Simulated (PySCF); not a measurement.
# ZnH: spin, charge, geometry and surroundings

One physical setting of the base script is moved in each run, with the edits that it forces.

Method: method and basis as typed in the scripts; program: PySCF 2.14.0.

1 further run of the same task is left out (it didn't finish).

## Step 1: Where the work starts

ZnH: 2 atoms, charge 0, spin multiplicity 2.

Bond lengths: Zn1–H2 1.510 Å.

## Step 2: Base script

input.py reads:

```python
from pyscf import gto, scf, mcscf

mol = gto.M(
    atom='Zn 0 0 0; H 0 0 1.51',
    basis='def2-svpd',
    charge=0,
    spin=1,
    verbose=4,
)
mf = scf.ROHF(mol)
mf.kernel()
mc = mcscf.CASCI(mf, 4, 5)
mc.kernel()
mc.analyze()
mf.dip_moment()
print('orbital energies (hartree):', mf.mo_energy[..., max(0, mol.nelec[1]-3):mol.nelec[0]+3].round(4))
```

Launch:

```
> python input.py
```

The log of this run is left out.

Base result: E(SCF) = -1778.090388 Eh, 10 cycles, E(CAS) − E(SCF) = -0.00067 Eh, μ = 0.62 D (of the SCF density).

The bond length is a typed value, not an optimised one.

## Step 3: PCM, ε = 20.5

Run 1 changes solvent: none (gas phase) → PCM, ε = 20.5; step after the SCF: casci → analyze.

input.py reads:

```python
from pyscf import gto, scf, solvent

mol = gto.M(
    atom='Zn 0 0 0; H 0 0 1.51',
    basis='def2-svpd',
    charge=0,
    spin=1,
    verbose=4,
)
mf = scf.ROHF(mol)
mf = solvent.PCM(mf)
mf.with_solvent.eps = 20.5
mf.kernel()
mf.analyze()
print('orbital energies (hartree):', mf.mo_energy[..., max(0, mol.nelec[1]-3):mol.nelec[0]+3].round(4))
```

Launch:

```
> python input.py
```

## Step 4: Bond 1.404 Å

Run 2 changes bond length: 1.51 Å → 1.404 Å.

Changes to input.py since step 2:

```diff
@@ -3,3 +3,3 @@
 mol = gto.M(
-    atom='Zn 0 0 0; H 0 0 1.51',
+    atom='Zn 0 0 0; H 0 0 1.404',
     basis='def2-svpd',
```

## Step 5: Sextet

Run 3 changes spin (2S): 1 → 5; active space: 5 electrons in 4 orbitals → 5 electrons in 6 orbitals.

Changes to input.py since step 2:

```diff
@@ -6,3 +6,3 @@
     charge=0,
-    spin=1,
+    spin=5,
     verbose=4,
@@ -11,3 +11,3 @@
 mf.kernel()
-mc = mcscf.CASCI(mf, 4, 5)
+mc = mcscf.CASCI(mf, 6, 5)
 mc.kernel()
```

## Step 6: Bond 1.329 Å

Run 4 changes bond length: 1.51 Å → 1.329 Å.

Changes to input.py since step 2:

```diff
@@ -3,3 +3,3 @@
 mol = gto.M(
-    atom='Zn 0 0 0; H 0 0 1.51',
+    atom='Zn 0 0 0; H 0 0 1.329',
     basis='def2-svpd',
```

## Step 7: Bond 1.691 Å

Run 5 changes bond length: 1.51 Å → 1.691 Å.

Changes to input.py since step 2:

```diff
@@ -3,3 +3,3 @@
 mol = gto.M(
-    atom='Zn 0 0 0; H 0 0 1.51',
+    atom='Zn 0 0 0; H 0 0 1.691',
     basis='def2-svpd',
```

Q: Predict the outcome of this session. Wanted: for each run, E(SCF); from base; SCF dipole; after the SCF.

The runs gave:

| run | E(SCF) (hartree) | from base (eV) | cycles | SCF dipole (D) | after the SCF |
| --- | --- | --- | --- | --- | --- |
| base | -1778.090388 | 0 | 10 | 0.62 | CASCI correlation -0.018 eV |
| PCM, ε = 20.5 | -1778.108606 | -0.4958 | 10 | 1.46 | n/a |
| bond 1.404 Å | -1778.081045 | +0.2542 | 9 | 0.34 | CASCI correlation -0.019 eV |
| sextet | -1777.547539 | +14.7717 | 9 | 1.56 | n/a |
| bond 1.329 Å | -1778.068430 | +0.5975 | 9 | 0.17 | CASCI correlation -0.017 eV |
| bond 1.691 Å | -1778.091826 | -0.0391 | 9 | 1.12 | CASCI correlation -0.020 eV |

The largest comparable shift of the SCF energy, +14.772 eV, comes with the run “sextet”. A continuum solvent with ε = 20.5 lowers the energy by 0.496 eV. The sextet solution found lies 14.77 eV above the base doublet at this geometry and level.
